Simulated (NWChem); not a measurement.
**B2H2ClOF (SMILES BOB(F)Cl): levels of theory compared**

Wanted: a comparison of 5 runs (HF/STO-3G, HF/3-21G, B3LYP/6-31G*, B3LYP/6-311+G**) of B2H2ClOF. 

The calculation is run with NWChem 7.3.0.

### 1 The system as given

B2H2ClOF has 7 atoms, charge 0, and is taken as a singlet. As SMILES, `BOB(F)Cl`. The shape is that of a GFN2-xTB optimisation. This is one conformer, not always the lowest.

Bond lengths: B1–O2 1.312 Å, O2–B3 1.296 Å, B3–F4 1.336 Å, B3–Cl5 1.737 Å, B1–H6 1.175 Å, B1–H7 1.174 Å. Angles: B1–O2–B3 177.8°, O2–B3–F4 119.9°, O2–B3–Cl5 122.6°, F4–B3–Cl5 117.6°, O2–B1–H6 118.7°, O2–B1–H7 118.8°, H6–B1–H7 122.5°.

### 2 Energy and gradient at HF/STO-3G (run 1)

File input.nw:

```
start input
title "B2ClFH2O gradient"
memory 2200 mb

geometry noautosym nocenter noautoz
  B     -0.180250     0.547240     1.245300
  O     -0.033380    -0.036610     0.079490
  B      0.129720    -0.570010    -1.090500
  F     -0.196420    -1.849910    -1.289030
  Cl     0.767110     0.315900    -2.441730
  H      0.714460     0.521180     2.005780
  H     -1.201250     1.072210     1.490690
end

basis spherical bse
  * library STO-3G
end

scf
  thresh 1e-08
  maxiter 80
  noprint "final vectors analysis"
end

task scf gradient
```

Launch:

```sh
$ nwchem input.nw > input.out
```

Log:

```text
[...]
  functions       =    31
[...]
  wavefunction    = RHF
[...]
         Total SCF energy =   -676.576435766129
      One-electron energy =  -1317.355431966418
      Two-electron energy =    449.852208563338
 Nuclear repulsion energy =    190.926787636950
        Time for solution =      1.1s
[...]
                         RHF ENERGY GRADIENTS
    atom               coordinates                        gradient
                 x          y          z           x          y          z
   1 B      -0.340623   1.034134   2.353276    0.000255  -0.004248  -0.007616
   2 O      -0.063079  -0.069183   0.150214   -0.000007  -0.005690  -0.005241
   3 B       0.245135  -1.077163  -2.060746    0.022093   0.062645  -0.012948
   4 F      -0.371180  -3.495823  -2.435913   -0.006852  -0.028320  -0.005698
   5 Cl      1.449628   0.596964  -4.614201   -0.015885  -0.024902   0.030954
   6 H       1.350134   0.984887   3.790375    0.005396  -0.001185   0.001639
   7 H      -2.270033   2.026183   2.816996   -0.004999   0.001699  -0.001092
[...]
```

Run time: 2.4 s. Hardware: 1 thread of AMD EPYC 9R14 (Zen 4), shared host; peak memory 0.097 GiB.

### 3 Energy and gradient at HF/3-21G (run 2)

File b2clfh2o.xyz:

```xyz
7

B     -0.180250     0.547240     1.245300
O     -0.033380    -0.036610     0.079490
B      0.129720    -0.570010    -1.090500
F     -0.196420    -1.849910    -1.289030
Cl     0.767110     0.315900    -2.441730
H      0.714460     0.521180     2.005780
H     -1.201250     1.072210     1.490690
```

File b2clfh2o.nw:

```
echo
start b2clfh2o
memory stack 880 mb heap 220 mb global 1100 mb
charge 0

geometry units angstroms noautosym nocenter noautoz
 load b2clfh2o.xyz
end

basis spherical bse
 * library 3-21G
end

scf
 singlet
 rhf
 thresh 1e-08
 maxiter 80
end

task scf gradient
```

Launch:

```sh
$ nwchem b2clfh2o.nw > b2clfh2o.out
```

Log:

```text
[...]
  functions       =    53
[...]
  wavefunction    = RHF
[...]
         Total SCF energy =   -681.098453381227
      One-electron energy =  -1320.204133403764
      Two-electron energy =    448.178892385587
 Nuclear repulsion energy =    190.926787636950
        Time for solution =      1.3s
[...]
                         RHF ENERGY GRADIENTS
    atom               coordinates                        gradient
                 x          y          z           x          y          z
   1 B      -0.340623   1.034134   2.353276    0.006586  -0.026033  -0.053828
   2 O      -0.063079  -0.069183   0.150214   -0.002080   0.006021   0.014945
   3 B       0.245135  -1.077163  -2.060746    0.002397   0.030014   0.023295
   4 F      -0.371180  -3.495823  -2.435913    0.002646   0.010480   0.001782
   5 Cl      1.449628   0.596964  -4.614201   -0.010735  -0.016233   0.021608
   6 H       1.350134   0.984887   3.790375   -0.003953  -0.000783  -0.005152
   7 H      -2.270033   2.026183   2.816996    0.005139  -0.003466  -0.002650
[...]
```

Run time: 2.7 s. Hardware: 1 thread of AMD EPYC 9R14 (Zen 4), shared host; peak memory 0.099 GiB.

Runs 3 to 4 aren't shown in full; the table further down has their settings and results.

### 4 Energy and gradient at B3LYP/6-311+G(d,p) (run 5)

File mymol.xyz:

```xyz
7
B2ClFH2O gradient
B     -0.180250     0.547240     1.245300
O     -0.033380    -0.036610     0.079490
B      0.129720    -0.570010    -1.090500
F     -0.196420    -1.849910    -1.289030
Cl     0.767110     0.315900    -2.441730
H      0.714460     0.521180     2.005780
H     -1.201250     1.072210     1.490690
```

File run.py:

```python
from ase.io import read
from ase.calculators.nwchem import NWChem

mol = read('mymol.xyz')

calc = NWChem(
    label='mymol',
    theory='dft',
    memory='2200 mb',
    basis='6-311+G**',
    basispar='spherical bse',
    dft={'xc': 'b3lyp', 'mult': '1', 'grid': 'fine', 'convergence': 'energy 1e-08', 'iterations': '100', 'mulliken': None},
)
mol.calc = calc

forces = mol.get_forces()
print("Total energy (eV):", round(mol.get_potential_energy(), 6))
print("forces (eV/A):")
for s, f in zip(mol.symbols, forces):
    print(f"{s:2s} {f[0]:10.5f} {f[1]:10.5f} {f[2]:10.5f}")
print("dipole (e A):", mol.get_dipole_moment().round(4))
```

Launch:

```sh
$ export ASE_NWCHEM_COMMAND="nwchem PREFIX.nwi > PREFIX.nwo"
$ python run.py
```

Log:

```text
Total energy (eV): -18679.106081
forces (eV/A):
B    -0.13807    0.59459    1.22318
O    -0.01244   -0.03512   -0.02844
B    -0.05574   -1.14877   -1.02099
F    -0.01820   -0.04083    0.02314
Cl    0.28406    0.43323   -0.57449
H     0.34052   -0.01054    0.28981
H    -0.40006    0.20749    0.08783
dipole (e A): [-0.0158  0.1595  0.2271]
```

The calculator wrote mymol.nwi:

```
title "mymol"

permanent_dir mymol

scratch_dir mymol

start mymol

geometry units angstrom nocenter noautosym noautoz
  B  -1.8024999999999999e-01 5.4723999999999995e-01 1.2453000000000001e+00
  O  -3.3380000000000000e-02 -3.6609999999999997e-02 7.9490000000000005e-02
  B  1.2972000000000000e-01 -5.7001000000000002e-01 -1.0905000000000000e+00
  F  -1.9642000000000001e-01 -1.8499099999999999e+00 -1.2890299999999999e+00
  Cl 7.6710999999999996e-01 3.1590000000000001e-01 -2.4417300000000002e+00
  H  7.1445999999999998e-01 5.2117999999999998e-01 2.0057800000000001e+00
  H  -1.2012499999999999e+00 1.0722100000000001e+00 1.4906900000000001e+00
end

memory 2200 mb

basis spherical bse noprint
   * library 6-311+G**
end

dft
  xc b3lyp
  mult 1
  grid fine
  convergence energy 1e-08
  iterations 100
  mulliken
end

task dft gradient
```

mymol.nwo (excerpt; [...] marks lines left out):

```text
[...]
         Total DFT energy =     -686.444492922543
[...]
  wavefunction    = closed shell
                         DFT ENERGY GRADIENTS
    atom               coordinates                        gradient
                 x          y          z           x          y          z
   1 B      -0.340623   1.034134   2.353276    0.002685  -0.011563  -0.023787
   2 O      -0.063079  -0.069183   0.150214    0.000242   0.000683   0.000553
   3 B       0.245135  -1.077163  -2.060746    0.001084   0.022340   0.019855
   4 F      -0.371180  -3.495823  -2.435913    0.000354   0.000794  -0.000450
   5 Cl      1.449628   0.596964  -4.614201   -0.005524  -0.008425   0.011172
   6 H       1.350134   0.984887   3.790375   -0.006622   0.000205  -0.005636
   7 H      -2.270033   2.026183   2.816996    0.007780  -0.004035  -0.001708
[...]
```

Run time: 36 s. Hardware: 1 thread of AMD EPYC 9R14 (Zen 4), shared host; peak memory 0.13 GiB.

### 5 The series

```csv
run,level,iteration cap,module,energy (Eh),dipole moment (D),largest force (eV/Å),wall time
1,HF/STO-3G,80,scf,-676.576436,1.82,3.480,2.4 s
2,HF/3-21G,80,scf,-681.098453,1.92,3.093,2.7 s
3,B3LYP/6-31G* (spherical functions),100,dft,-686.339724,1.15,1.905,23 s
4,B3LYP/6-31G* (Cartesian functions),100,dft,-686.346032,1.15,1.918,24 s
5,B3LYP/6-311+G**,100,dft,-686.444493,1.34,1.538,36 s
```

### 6 Results

```
                       quantity          value
            run 5: total energy  -686.44449 Eh
           run 5: dipole moment         1.34 D
             run 5: HOMO energy       -8.92 eV
             run 5: LUMO energy       -1.50 eV
           run 5: HOMO–LUMO gap        7.42 eV
run 5: largest force on an atom     1.538 eV/Å
```

What this shows: The dipole moment (its size) runs from 1.15 D (B3LYP/6-31G*) to 1.92 D (HF/3-21G). The two ends differ in method and basis. Over runs 2, 3, 4, 5 the HOMO–LUMO gap runs from 7.42 eV (B3LYP/6-311+G**) to 15.63 eV (HF/3-21G). In run 1 the basis is minimal, so the values are rough. All runs together took 89 s, the longest 36 s.
